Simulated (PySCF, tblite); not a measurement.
# C₂H₁₀FNSi₄: geometry, infrared bands and NMR shifts

Aim: predict the infrared bands and NMR shifts of C₂H₁₀FNSi₄ (`N#C[SiH2]C[Si](F)([SiH3])[SiH3]`).

The runs use tblite 0.8.0 and PySCF 2.14.0, with density-fitted response routines of our own; the level of theory stands in each step. All values are computed, except where a source is named. Atoms count from 0, in the outputs and in this text.

## Step 1: The molecule as given

18 atoms, charge 0, multiplicity 1; geometry from: force field or distance geometry start.

Bonds of the start (Å): N0–C1 1.17, C1–Si2 1.87, Si2–C3 1.87, C3–Si4 1.84, Si4–F5 1.61, Si4–Si6 2.31, Si4–Si7 2.30, Si2–H8 1.49, Si2–H9 1.48, C3–H10 1.08, C3–H11 1.10, Si6–H12 1.50, Si6–H13 1.48, Si6–H14 1.49, Si7–H15 1.49, Si7–H16 1.48, Si7–H17 1.48.

## Step 2: Optimising the geometry with GFN2-xTB

Job settings and geometry (Å):

```
{"job": {"kind": "relax", "xc": "GFN2-xTB", "basis": "xTB"}, "charge": 0, "multiplicity": 1}
N      4.865900     1.052800     0.514400
C      3.877200     0.520600     0.179100
Si     2.289900    -0.335000    -0.315400
C      0.822200     0.793500    -0.036300
Si    -0.713300    -0.115500    -0.503800
F     -0.541400    -0.690900    -2.001100
Si    -2.498900     1.355600    -0.428600
Si    -1.310900    -1.756300     0.987200
H      2.107700    -1.575600     0.483000
H      2.350400    -0.730000    -1.744600
H      0.938300     1.694500    -0.627200
H      0.783300     1.092400     1.023900
H     -2.639600     1.879300     0.969300
H     -2.253100     2.502300    -1.337700
H     -3.768300     0.684200    -0.808800
H     -2.630400    -2.360200     0.635900
H     -0.281600    -2.824400     1.012900
H     -1.406200    -1.180900     2.346100
```

Launch:

```sh
> OMP_NUM_THREADS=1 python probes_run.py task.json out
```

The driver reads the jobs from task.json and runs them one after another.

**Question.** This job is followed by: GFN2-xTB harmonic vibrations, gas phase; GIAO PBE0/pcSseg-1 NMR shielding, non-relativistic, gas phase. What will the session give for the following? strongest single infrared mode (GFN2-xTB); zero-point energy (GFN2-xTB); ¹³C shifts against TMS (PBE0/pcSseg-1); ¹H shifts against TMS (PBE0/pcSseg-1, means over atoms taken as alike); ¹⁵N shifts against NH3 (PBE0/pcSseg-1); ²⁹Si shifts against TMS (PBE0/pcSseg-1, means over atoms taken as alike); ¹⁹F shifts against CFCl3 (PBE0/pcSseg-1); surface potential, 1st and 99th percentile.

**Answer**, as computed:

| quantity | value |
| --- | --- |
| strongest single infrared mode (GFN2-xTB) | 759 cm⁻¹, 1051 km/mol |
| zero-point energy (GFN2-xTB) | 63.9 kcal/mol |
| ¹³C shifts against TMS (PBE0/pcSseg-1) | 124.4, 5.1 ppm |
| ¹H shifts against TMS (PBE0/pcSseg-1, means over atoms taken as alike) | 4.62, 3.57, 0.59 ppm |
| ¹⁵N shifts against NH3 (PBE0/pcSseg-1) | 365.0 ppm |
| ²⁹Si shifts against TMS (PBE0/pcSseg-1, means over atoms taken as alike) | 54.7, -71.2, -115.3 ppm |
| ¹⁹F shifts against CFCl3 (PBE0/pcSseg-1) | -224.1 ppm |
| surface potential, 1st and 99th percentile | -1.69 V and 1.72 V |

What this shows: Over 72 steps the energy fell by 0.394 eV; of the close pairs, C3–Si4 changed most, 1.845 to 1.920 Å. The lowest mode is slightly imaginary (13i cm⁻¹), a soft motion within the noise of the Hessian, so the minimum is not strictly shown. GFN2-xTB is a fitted tight-binding method: band positions and strengths are rough. Its intensities can rank the bands wrongly. The most deshielded carbon is C1 (nitrile carbon), at 124.4 ppm: typical of a nitrile. At PBE0/pcSseg-1: The widest tensor belongs to N0: span 592 ppm, with a paramagnetic part of -434 ppm. At PBE0/pcSseg-1, counted by nearest atom on the grid, the HOMO lies on Si4 26 %; Si6 20 %, the LUMO on Si4 28 %; F5 11 %.
